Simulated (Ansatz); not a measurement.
The system is HPbNO4.

```
H Pb N O
1.0
     6.43453    0.00000    0.00872
     0.00000    4.11089    0.00000
    -3.14884    0.00000    7.72026
H Pb N O
2 2 2 8
Direct
  0.29356 0.09662 0.51195
  0.70644 0.59662 0.48805
  0.98504 0.60505 0.29264
  0.01496 0.10504 0.70736
  0.59230 0.36587 0.79290
  0.40770 0.86587 0.20710
  0.12824 0.09198 0.45672
  0.41419 0.46190 0.80564
  0.78042 0.46544 0.89401
  0.58396 0.16262 0.67325
  0.87176 0.59198 0.54328
  0.58581 0.96190 0.19436
  0.21958 0.96544 0.10599
  0.41604 0.66262 0.32675
```

The cell was built by a generator and needn't be a form met in nature.

Base run:

| Quantity | Value |
| --- | --- |
| Program | Ansatz 0.2.0 |
| Functional | PBE |
| Potentials or basis | Ansatz PAW |
| Cutoff | 420 eV (not typed: the program's choice for these potentials) |
| k mesh | 5 × 7 × 4 |
| Occupations | fermi-dirac, width 0.05 eV |
| Spin | no spin polarisation |

Its results: band gap on the k mesh 3.30 eV, indirect (least direct gap 3.38 eV); pressure 0.0 GPa; largest force 0.007 eV/Å.

**Question.** The run is repeated on the same cell with these changes: functional from PBE to BLYP. What comes out?

**Answer.** Band gap on the k mesh 3.27 eV, indirect (least direct gap 3.37 eV); pressure 2.1 GPa; largest force 0.337 eV/Å.

BLYP binds less tightly than PBE, so the same cell stands under more pressure.

Caveats: spin-orbit coupling is left out, which as a rule narrows the gap of such compounds by several tenths of an eV; the PAW data sets come from PBE, with cores solved anew for the run's functional, which leaves a small shift of forces and pressure (some runs).
